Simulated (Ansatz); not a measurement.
# C₇H₈S: ionisation energy by level of theory

An exercise on one series of results from a longer session: the logs are not shown, and one member is left open.

The runs use Ansatz 0.2.0, Gaussian basis; unrestricted cation, the program's frozen cores in correlated methods.

The runs, in order: UKS PBE-D4/def2-TZVPP; UKS r2SCAN-D4/def2-TZVPP; UKS PBE0-D4/def2-TZVPP; UKS B3LYP-D4/def2-TZVPP; UKS wB97X-V/def2-TZVPP; UKS wB97M-V/def2-TZVPP; UKS B2PLYP/def2-TZVPP; UHF-CCSD(T)/def2-TZVPP; UHF-MP2/def2-QZVPP; extrapolation to the limit; then −ε(HOMO) from the neutral's earlier runs with LDA (SPW92), PBE-D4, revPBE-D4, BLYP-D4, r2SCAN-D4, B97M-V, PBE0-D4, B3LYP-D4, r2SCANh-D4, r2SCAN0-D4, HSE06-D4, BHLYP-D4, CAM-B3LYP-D4, LC-ωPBE, ωB97X-V, ωB97M-V.

### Structure used throughout

The geometry comes from an earlier relaxation with PBE0-D4 in a triple-zeta def2 set; it is a stationary point, not always the lowest conformer.

SMILES `CSc1ccccc1`, 16 atoms, charge 0, spin multiplicity 1.

Atoms are counted from 1 here; the program's logs count them from 0.

Bond lengths: C1–S2 1.790 Å, C1–H9 1.090 Å, C1–H10 1.091 Å, C1–H11 1.091 Å, S2–C3 1.753 Å, C3–C4 1.397 Å, C3–C8 1.392 Å, C4–C5 1.382 Å, C4–H12 1.085 Å, C5–C6 1.389 Å, C5–H13 1.084 Å, C6–C7 1.384 Å, C6–H14 1.083 Å, C7–C8 1.388 Å, C7–H15 1.084 Å, C8–H16 1.082 Å. Angles: S2–C1–H9 105.7°, S2–C1–H10 111.6°, S2–C1–H11 111.7°, H9–C1–H10 108.7°, H9–C1–H11 108.7°, H10–C1–H11 110.2°, C1–S2–C3 103.3°, S2–C3–C4 116.5°, S2–C3–C8 124.4°, C4–C3–C8 119.1°, C3–C4–C5 120.4°, C3–C4–H12 119.5°, C5–C4–H12 120.1°, C4–C5–C6 120.5°, C4–C5–H13 119.4°, C6–C5–H13 120.1°, C5–C6–C7 119.2°, C5–C6–H14 120.4° and more.

The first run:

Contents of in.yaml:

```yaml
crystal:
  periodic: [false, false, false]
  atoms:
    - {symbol: C, position_ang: [1.492750, -2.427719, -0.648054]}
    - {symbol: S, position_ang: [2.070628, -0.833588, -0.073889]}
    - {symbol: C, position_ang: [0.593686, 0.096679, 0.091552]}
    - {symbol: C, position_ang: [0.735199, 1.418203, 0.520751]}
    - {symbol: C, position_ang: [-0.375676, 2.224625, 0.678793]}
    - {symbol: C, position_ang: [-1.647478, 1.732747, 0.413121]}
    - {symbol: C, position_ang: [-1.789692, 0.423035, -0.012197]}
    - {symbol: C, position_ang: [-0.680533, -0.395584, -0.173972]}
    - {symbol: H, position_ang: [2.387518, -3.038233, -0.771161]}
    - {symbol: H, position_ang: [0.986921, -2.348939, -1.611530]}
    - {symbol: H, position_ang: [0.839377, -2.907053, 0.082447]}
    - {symbol: H, position_ang: [1.725153, 1.809407, 0.729357]}
    - {symbol: H, position_ang: [-0.246933, 3.248117, 1.012356]}
    - {symbol: H, position_ang: [-2.517237, 2.366577, 0.537170]}
    - {symbol: H, position_ang: [-2.775743, 0.024483, -0.223345]}
    - {symbol: H, position_ang: [-0.820940, -1.415355, -0.507098]}
basis:
  gaussian: {orbitals: def2-TZVPP}
total_charge: 1
magnetization: {spin_polarized: true, initial_magnetization: 1}
hamiltonian: {xc: pbe, dispersion: d4}
```

On the command line:

```console
ansatz run in.yaml --threads 2 --pin off --events-out ev --progress --plain --max-ram 32768MiB --backend cuda --devices 0, --max-vram 18GiB
```

Among the steps run: Cation, UKS PBE-D4/def2-TZVPP; Cation, UKS r2SCAN-D4/def2-TZVPP; Cation, UKS PBE0-D4/def2-TZVPP; Cation, UKS B3LYP-D4/def2-TZVPP; Cation, UKS wB97X-V/def2-TZVPP; Cation, UKS wB97M-V/def2-TZVPP; Cation, UKS B2PLYP (frozen core)/def2-TZVPP; Cation, UHF-CCSD(T)/def2-TZVPP; Cation, UHF-MP2/def2-QZVPP.

One of the session's tables, all rows but one given; the rest of the session is left out.

For comparison, −ε(HOMO) of the neutral from earlier runs:

| functional | −ε(HOMO) (eV) |
| --- | --- |
| LDA (SPW92) | 5.19 |
| PBE-D4 | 5.03 |
| revPBE-D4 | 4.97 |
| BLYP-D4 | 4.86 |
| r2SCAN-D4 | 5.20 |
| B97M-V | 5.23 |
| PBE0-D4 | 6.02 |
| B3LYP-D4 | 5.82 |
| r2SCANh-D4 | 5.57 |
| r2SCAN0-D4 | 6.14 |
| HSE06-D4 | 5.64 |
| BHLYP-D4 | 6.86 |
| CAM-B3LYP-D4 | 7.20 |
| LC-ωPBE | 8.47 |
| ωB97X-V | 8.14 |
| ωB97M-V | ? |

Q: Estimate the row for ωB97M-V from the others.

As computed: −ε(HOMO) (eV): 8.03. In the column «−ε(HOMO) (eV)» it lies between CAM-B3LYP-D4 (7.20) and ωB97X-V (8.14).
